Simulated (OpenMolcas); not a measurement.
# CH2BFS (SMILES FB1CS1) at HF/def2-TZVP

What is the electrostatic solvation energy at fixed shape (PCM, tetrahydrofuran) of CH2BFS at HF/def2-TZVP? 

The calculation is run with OpenMolcas 26.06.

2 further runs of the same task are left out: 2 set aside as unsound or not needed.

### 1 The molecule

CH2BFS: 6 atoms, total charge 0, spin state singlet. As SMILES, `FB1CS1`. Geometry: relaxed at GFN2-xTB.

Bond lengths: F1–B2 1.308 Å, B2–C3 1.532 Å, B2–S4 1.738 Å, C3–S4 1.878 Å, C3–H5 1.082 Å, C3–H6 1.082 Å. Angles: F1–B2–C3 147.7°, F1–B2–S4 142.5°, C3–B2–S4 69.8°, B2–C3–S4 60.3°, B2–S4–C3 50.0°, B2–C3–H5 122.7°, B2–C3–H6 122.7°, S4–C3–H5 112.7°, S4–C3–H6 112.7°, H5–C3–H6 112.3°.

### 2 Energy and gradient at HF/def2-TZVP

Input file test.input:

```
* CH2BFS Hartree-Fock
>>> EXPORT MOLCAS_PRINT=2
&GATEWAY
Coord
6
angstrom
F       -0.311210      -2.095970       0.296400
B       -0.325700      -0.820760       0.006720
C        0.383830       0.534770       0.088580
S       -1.276980       0.403330      -0.778670
H        1.184490       0.816770      -0.582770
H        0.345570       1.161860       0.969730
Basis=def2-TZVP
Group=NoSym
&SEWARD
&SCF
PrOrbitals=1
&ALASKA
```

On the command line:

```sh
$ export MOLCAS_MEM=1860
$ pymolcas test.input > test.log
```

What it wrote, shortened:

```text
--- Start Module: gateway ---
[...]
--- Stop Module: gateway /rc=_RC_ALL_IS_WELL_ ---
[...]
      Basis functions          142
[...]
--- Start Module: scf ---
[...]
       Convergence after  12 Iterations
[...]
::    Total SCF energy                               -560.8125825926
[...]
      Total spin, S                                     0.0000000000
[...]
      Total electronic charge=   38.000000
      Total            charge=   -0.000000
[...]
      Dipole Moment (debye):
      Origin of the operator (angstrom)=   -0.5813   -0.3625   -0.2334
                   X=  1.2257E+00               Y=  8.3516E-01               Z=  4.7807E-01           Total=  1.5583E+00
      Quadrupole Moment (debye*angstrom):
[...]
--- Stop Module: scf /rc=_RC_ALL_IS_WELL_ ---
[...]
--- Start Module: alaska ---
[...]
 *              Molecular gradients               *
 **************************************************
  Irreducible representation: a
 ------------------------------------------------------------------------------------------
                              X                       Y                       Z
 ------------------------------------------------------------------------------------------
  F1               -2.47636053143396E-03   -1.55569289841111E-02    2.06081326146812E-03
  B2               -1.00472518052941E-03    1.18038438002013E-02   -3.06605308388930E-03
  C3               -5.23263471648150E-03   -5.20530030739774E-03   -1.68884862171792E-03
  S4                7.15894011413098E-03   -8.68492227262152E-04    4.06586930623654E-03
  H5                2.03321291631209E-03    4.41647641542886E-03   -2.94489624750183E-03
  H6               -4.78432601999201E-04    5.41040130316173E-03    1.57311538532445E-03
 ------------------------------------------------------------------------------------------
--- Stop Module: alaska /rc=_RC_ALL_IS_WELL_ ---
[...]
```

Wall time 41 s (1 thread of AMD EPYC 7R13 (Zen 3), shared host); peak memory 1.1 GiB.

### 3 Energy and forces at HF/def2-TZVP (PCM tetrahydrofuran)

Input file test.input:

```
* CH2BFS Hartree-Fock

&GATEWAY
  COORD
  6
  angstrom
  F       -0.311210      -2.095970       0.296400
  B       -0.325700      -0.820760       0.006720
  C        0.383830       0.534770       0.088580
  S       -1.276980       0.403330      -0.778670
  H        1.184490       0.816770      -0.582770
  H        0.345570       1.161860       0.969730
  BASIS=def2-TZVP
  GROUP=NoSym
  RF-INPUT
  PCM-Model
  Solvent=tetrahydrofuran
  End of RF-Input

&SEWARD

&SCF
  PRORBITALS=1

&ALASKA
```

On the command line:

```sh
$ export MOLCAS_MEM=1860
$ pymolcas test.input > test.log
```

What it wrote, shortened:

```text
--- Start Module: gateway ---
[...]
--- Stop Module: gateway /rc=_RC_ALL_IS_WELL_ ---
[...]
      Basis functions          142
[...]
--- Start Module: scf ---
[...]
       Convergence after  12 Iterations
[...]
::    Total SCF energy                               -560.8167582152
[...]
      Total spin, S                                     0.0000000000
[...]
      Total electronic charge=   38.000000
      Total            charge=   -0.000000
[...]
      Dipole Moment (debye):
      Origin of the operator (angstrom)=   -0.5813   -0.3625   -0.2334
                   X=  1.6224E+00               Y=  8.9185E-01               Z=  6.7958E-01           Total=  1.9722E+00
      Quadrupole Moment (debye*angstrom):
[...]
--- Stop Module: scf /rc=_RC_ALL_IS_WELL_ ---
[...]
--- Start Module: alaska ---
[...]
 *              Molecular gradients               *
 **************************************************
  Irreducible representation: a
 ------------------------------------------------------------------------------------------
                              X                       Y                       Z
 ------------------------------------------------------------------------------------------
  F1               -1.80144096389978E-03   -1.27959507204167E-02    1.85090696829349E-03
  B2               -4.64960919918900E-03    9.75403002896913E-03   -4.70222127526609E-03
  C3               -6.10979282410629E-03   -4.00492056150981E-03   -2.37530496337879E-03
  S4                1.02448249497993E-02   -2.76665050448699E-03    6.16550705418106E-03
  H5                1.70872856835258E-03    4.54812671686433E-03   -1.89059831618810E-03
  H6                1.99157858781773E-04    5.12449113179470E-03    7.51951474214252E-04
 ------------------------------------------------------------------------------------------
--- Stop Module: alaska /rc=_RC_ALL_IS_WELL_ ---
[...]
```

It took 48 s on 1 thread of AMD EPYC 7R13 (Zen 3), shared host; peak memory 1.1 GiB.

### 4 Outcome

Level: HF/def2-TZVP.

```
                                        quantity          value
                         gas phase: total energy  -560.81258 Eh
                        gas phase: dipole moment         1.56 D
                          gas phase: HOMO energy      -10.38 eV
                          gas phase: LUMO energy        2.74 eV
                        gas phase: HOMO–LUMO gap       13.12 eV
             gas phase: largest force on an atom     0.817 eV/Å
              PCM, tetrahydrofuran: total energy  -560.81676 Eh
             PCM, tetrahydrofuran: dipole moment         1.97 D
               PCM, tetrahydrofuran: HOMO energy      -10.27 eV
               PCM, tetrahydrofuran: LUMO energy        2.96 eV
             PCM, tetrahydrofuran: HOMO–LUMO gap       13.23 eV
  PCM, tetrahydrofuran: largest force on an atom     0.671 eV/Å
energy change from gas to solvent at fixed shape      -0.114 eV
```

What this shows: The solvent model (PCM, tetrahydrofuran) lowers the energy by 0.11 eV (−2.6 kcal/mol) at the same shape. It holds the electrostatic part alone, without cavity or dispersion terms. The largest force (PCM, tetrahydrofuran) is 0.67 eV/Å: the shape isn't a stationary point for this species at this level. The largest force (gas phase) is 0.82 eV/Å: the shape isn't a stationary point for this species at this level. Mulliken charges (gas phase) run from -0.33 on F1 to +0.54 on B2. Mulliken charges (PCM, tetrahydrofuran) run from -0.35 on F1 to +0.59 on B2; they depend strongly on the basis.
